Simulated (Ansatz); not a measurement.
**Cl₂FH₃O₂Si₂: relaxing the structure**

What shape does Cl₂FH₃O₂Si₂ take? The plan is to relax it.

The runs use Ansatz 0.2.0, Gaussian basis; RKS PBE0-D4/def2-TZVP.

The runs, in order: relaxation at PBE0-D4/def2-TZVP.

1 further run of the same task is left out (set aside as unsound or not needed).

## Step 1: Starting geometry

SMILES `O[Si](O)(Cl)[SiH](F)Cl`, 10 atoms, charge 0, spin multiplicity 1.

Atoms are counted from 1 here; the program's logs count them from 0.

Bond lengths: O1–Si2 1.625 Å, O1–H8 0.953 Å, Si2–O3 1.614 Å, Si2–Cl4 2.037 Å, Si2–Si5 2.284 Å, O3–H9 0.955 Å, Si5–F6 1.621 Å, Si5–Cl7 2.003 Å, Si5–H10 1.456 Å. Angles: Si2–O1–H8 123.5°, O1–Si2–O3 106.3°, O1–Si2–Cl4 107.3°, O1–Si2–Si5 114.9°, O3–Si2–Cl4 110.2°, O3–Si2–Si5 101.0°, Cl4–Si2–Si5 116.6°, Si2–O3–H9 122.9°, Si2–Si5–F6 106.8°, Si2–Si5–Cl7 115.3°, Si2–Si5–H10 117.0°, F6–Si5–Cl7 104.8°, F6–Si5–H10 101.7°, Cl7–Si5–H10 109.5°.

As a file:

```mol
Cl2FH3O2Si2
  3D, bonds by distance, orders not assigned

 10  9  0  0  0  0  0  0  0  0999 V2000
   -0.3564   -1.5243    1.1713 O   0  0
    0.1136   -0.7245   -0.1629 Si  0  0
    1.7267   -0.7788   -0.1779 O   0  0
   -0.6404   -1.7285   -1.7666 Cl  0  0
   -0.2470    1.5300   -0.1074 Si  0  0
   -1.1821    1.8225    1.1838 F   0  0
   -1.2706    2.2731   -1.6606 Cl  0  0
   -1.2691   -1.6594    1.4103 H   0  0
    2.2202   -1.5869   -0.0555 H   0  0
    0.9052    2.3767    0.1656 H   0  0
  1  2  8  0
  2  3  8  0
  2  4  8  0
  2  5  8  0
  5  6  8  0
  5  7  8  0
  1  8  8  0
  3  9  8  0
  5 10  8  0
M  END
```

The start is a GFN2-xTB geometry.

## Step 2: Geometry optimisation, PBE0-D4/def2-TZVP

The input, in.yaml:

```yaml
crystal:
  periodic: [false, false, false]
  atoms:
    - {symbol: O, position_ang: [-0.356410, -1.524290, 1.171300]}
    - {symbol: Si, position_ang: [0.113580, -0.724460, -0.162920]}
    - {symbol: O, position_ang: [1.726670, -0.778830, -0.177940]}
    - {symbol: Cl, position_ang: [-0.640420, -1.728450, -1.766640]}
    - {symbol: Si, position_ang: [-0.247050, 1.530020, -0.107420]}
    - {symbol: F, position_ang: [-1.182050, 1.822510, 1.183830]}
    - {symbol: Cl, position_ang: [-1.270560, 2.273100, -1.660600]}
    - {symbol: H, position_ang: [-1.269090, -1.659400, 1.410300]}
    - {symbol: H, position_ang: [2.220180, -1.586910, -0.055520]}
    - {symbol: H, position_ang: [0.905150, 2.376730, 0.165600]}
basis:
  gaussian: {orbitals: def2-TZVP}
hamiltonian: {xc: pbe0, dispersion: d4}
relax: {f_tol: 0.005, max_steps: 150}
```

Launch:

```sh
$ ansatz run in.yaml --threads 2 --pin off --events-out ev --progress --plain --max-ram 32768MiB --backend cuda --devices 0, --max-vram 18GiB
```

Q: Predict the results of all the runs planned. Wanted: point group; shift from the start; total energy; dispersion term; dipole moment.

**Answer**, as computed:

```
                  quantity           value
               point group              C1
                     steps              20
shift from the start (rms)         0.562 Å
              total energy  -47650.9166 eV
           dispersion term        -306 meV
             dipole moment          2.38 D
```

What this shows: The relaxed geometry lies 0.56 Å (rms) from the start; the bond that changed most is Si2–Si5, from 2.284 to 2.340 Å. No vibrations were run, so it is not proven to be a minimum. The largest Mulliken charge, +0.59 e, sits on Si2.
